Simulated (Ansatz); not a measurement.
The system is VWC2.

```
W V C
1.0
     1.51704    0.87586    4.93389
    -1.51704    0.87586    4.93389
     0.00000   -1.75173    4.93389
W V C
1 1 2
Direct
  0.00000 0.00000 0.00000
  0.50000 0.50000 0.50000
  0.24649 0.24649 0.24649
  0.75351 0.75351 0.75351
```

The cell comes from a database or a generator and needn't be the stable form of this composition.

Base run:

```yaml
Program: Ansatz 0.2.0
Functional: PBE
Potentials_or_basis: Ansatz PAW
Cutoff: "420 eV (not typed: the program's choice for these potentials)"
k_mesh: 10 × 10 × 10
Occupations: fermi-dirac, width 0.05 eV
Spin: collinear spin, ferromagnetic start
Starting_moments: "[0.0, 2.0, 0.0, 0.0] μB"
Hubbard_terms: V d U = 4 eV, W d U = 4 eV
```

Its results: band gap on the k mesh none (metal or under the smearing width); pressure 12.0 GPa; net moment 1.04 μB per cell; largest force 1.194 eV/Å.

Problem. The run is repeated on the same cell with these changes: hubbard terms from V d U = 4 eV, W d U = 4 eV to V d U = 1 eV, W d U = 1 eV. What comes out?

Solution. Band gap on the k mesh none (metal or under the smearing width); pressure -1.6 GPa; net moment 0.00 μB per cell; largest force 0.089 eV/Å.

Caveats: the magnetic or orbital state may not be the lowest; the U is typed as a test and isn't derived for this compound; the density of states is complete only up to the lowest level of the last band computed; forces of over 1 eV/Å show positions far from the minimum, so gaps and moduli don't describe the material at rest (some runs); the starting moments weren't kept (some runs).
